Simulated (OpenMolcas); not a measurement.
# Pd⁴⁺ among point charges: CASSCF and CASPT2 levels and susceptibility

How does a field of 6 point charges split the states of Pd⁴⁺, and what χT follows?

The numbers are computed with OpenMolcas 26.06 (state-averaged CASSCF and CASPT2, spin-orbit coupling by RASSI with atomic mean-field integrals), except any that are marked as measured or tabulated.

## Step 1: What is computed

* Species: Pd⁴⁺ (palladium, Z = 46, 42 electrons)
* Basis: ANO-RCC-VDZP [6s5p3d1f], 43 functions
* Scalar Hamiltonian: DKH2, point nucleus
* Inactive shells: 1s 2s 2p 3s 3p 3d 4s 4p
* Active space: 6 electrons in 5 orbitals (4d)
* Some configurations of this space: 4d⁶
* Orbitals: optimised for each spin and parity, averaged over all roots

The outer shells:

4d6
```
4d [↑↓][↑ ][↑ ][↑ ][↑ ]
```

The ion sits among 6 point charges of -1.7 e arranged as a trigonal antiprism (D3d), 2.26 Å from the ion, with a polar angle of 47.1° against the regular 54.74°.

The work runs as a chain of OpenMolcas steps in one folder; each step below is one input file. Labels, J, g values, rates, χT and fits are worked out afterwards by a script from the matrices that RASSI stores. The input lists half of the charges; inversion (Group=XYZ) makes the rest.

## Step 2: One- and two-electron integrals

The input, a.inp:

```
&GATEWAY
Coord
1

Pd 0.0 0.0 0.0
Basis=ANO-RCC-VDZP
Group=XYZ
NoMove
AngMom=0.0 0.0 0.0
AMFI
XField
3 Angstrom 0
0.000000 1.654812 1.539220 -1.700000
1.433109 -0.827406 1.539220 -1.700000
1.433109 0.827406 -1.539220 -1.700000
&SEWARD
```

Command:

```sh
$ OMP_NUM_THREADS=1 MOLCAS_MEM=1689 MOLCAS_PROJECT=a pymolcas a.inp > a.log
```

## Step 3: CASSCF: quintets of even parity, 5 roots

The input, a.inp:

```
&RASSCF
FileOrb=start.orb
Symmetry=1
Spin=5
nActEl=6 0 0
Inactive=9 9
Ras2=5 0
CIRoot=5 5 1
SDav=5
CIMx=300
Iter=120 100
PrWF=0.3
OrbListing=Nothing
MaxOrb=0
>>> COPY $Project.JobIph JOB001
```

start.orb holds the contracted functions of the basis, ordered by shell, or the orbitals of the step before.

## Step 4: CASSCF: triplets of even parity, 45 roots

The input, a.inp:

```
&RASSCF
FileOrb=start.orb
Symmetry=1
Spin=3
nActEl=6 0 0
Inactive=9 9
Ras2=5 0
CIRoot=45 45 1
SDav=45
CIMx=300
Iter=120 100
PrWF=0.3
OrbListing=Nothing
MaxOrb=0
>>> COPY $Project.JobIph JOB002
```

## Step 5: CASSCF: singlets of even parity, 50 roots

The input, a.inp:

```
&RASSCF
FileOrb=start.orb
Symmetry=1
Spin=1
nActEl=6 0 0
Inactive=9 9
Ras2=5 0
CIRoot=50 50 1
SDav=50
CIMx=300
Iter=120 100
PrWF=0.3
OrbListing=Nothing
MaxOrb=0
>>> COPY $Project.JobIph JOB003
```

## Step 6: State interaction with spin-orbit coupling

The input, a.inp:

```
&RASSI
NrOfJobIphs=3 5 45 50
1 2 3 4 5
1 2 3 4 5 6 7 8 9 10 11 12 13 14 15 16 17 18 19 20 21 22 23 24 25 26 27
28 29 30 31 32 33 34 35 36 37 38 39 40 41 42 43 44 45
1 2 3 4 5 6 7 8 9 10 11 12 13 14 15 16 17 18 19 20 21 22 23 24 25 26 27
28 29 30 31 32 33 34 35 36 37 38 39 40 41 42 43 44 45 46 47 48 49 50
IphNames
JOB001
JOB002
JOB003
EJob
SpinOrbit
DIPRint=1.0
SOCoupling=1000.0
Subsets=2
Property=9
'ANGMOM' 1 'ANGMOM' 2 'ANGMOM' 3 'MLTPL  1' 1 'MLTPL  1' 2 'MLTPL  1' 3
'AMFI' 1 'AMFI' 2 'AMFI' 3
SOProperty=3
'ANGMOM' 1 'ANGMOM' 2 'ANGMOM' 3
```

## Step 7: CASPT2: IPEA 0.25, imaginary shift 0.1 (closed shells correlated: 4s 4p)

The input, a.inp:

```
>>> COPY JOB001 $Project.JobIph
&CASPT2
Multistate=5 1 2 3 4 5
NoMult
Frozen=8 6
IPEA=0.25
Imaginary=0.1
MaxIter=60
WThr=0.0 0.3 0.05
PrWF=0.5
NoMix
>>> COPY JOB002 $Project.JobIph
&CASPT2
Multistate=45 1 2 3 4 5 6 7 8 9 10 11 12 13 14 15 16 17 18 19 20 21 22
23 24 25 26 27 28 29 30 31 32 33 34 35 36 37 38 39 40 41 42 43 44 45
NoMult
Frozen=8 6
IPEA=0.25
Imaginary=0.1
MaxIter=60
WThr=0.0 0.3 0.05
PrWF=0.5
NoMix
>>> COPY JOB003 $Project.JobIph
&CASPT2
Multistate=50 1 2 3 4 5 6 7 8 9 10 11 12 13 14 15 16 17 18 19 20 21 22
23 24 25 26 27 28 29 30 31 32 33 34 35 36 37 38 39 40 41 42 43 44 45 46
47 48 49 50
NoMult
Frozen=8 6
IPEA=0.25
Imaginary=0.1
MaxIter=60
WThr=0.0 0.3 0.05
PrWF=0.5
NoMix
```

(Steps that only read results are left out.)

What does the calculation give? Wanted: spin-free ground state; first state of the same spin within the active space; lowest level; next level.

As calculated:

```
                                            quantity                                                                        value
                                              method  SS-CASPT2, IPEA 0.25, imaginary shift 0.1 (closed shells correlated: 4s 4p)
                              spin-free ground state                                               5E, 2-fold in its orbital part
first state of the same spin within the active space                                                             5A1 at 5070 cm⁻¹
                                        lowest level                                              2-fold E, g = 0.00, 0.00, 11.83
                                          next level                                                                   817.6 cm⁻¹
                                         χT at 300 K                                                               4.91 cm³ K/mol
                           effective moment at 300 K                                                                      6.27 μB
```

Cost by method:

| method | time of its own steps | time with the reference |
| --- | --- | --- |
| A. CASSCF | 20 s | 20 s |
| B. SS-CASPT2, IPEA 0.25, imaginary shift 0.1, +4s 4p | 5.2 s | 26 s |

Times are of one thread on a shared host.

**Reading.** The spin-free ground state (5E) comes to 100 % from free-ion D terms and keeps the highest spin of the shell. χT at 300 K is 4.91, against 3.01 cm³ K/mol for the spin alone, so orbital moment adds to it. An active space of the d shell alone favours high spin; real ions in strong fields can be low spin. CASPT2 does not keep the components of a term degenerate, and the means are used. The field of point charges can differ much from that of real complexes. With metal d orbitals alone active, the gaps between spin states are rough; where two lie within a few thousand cm-1, their order is open. Point charges carry no covalency, so the field is a model and not that of real ligands.
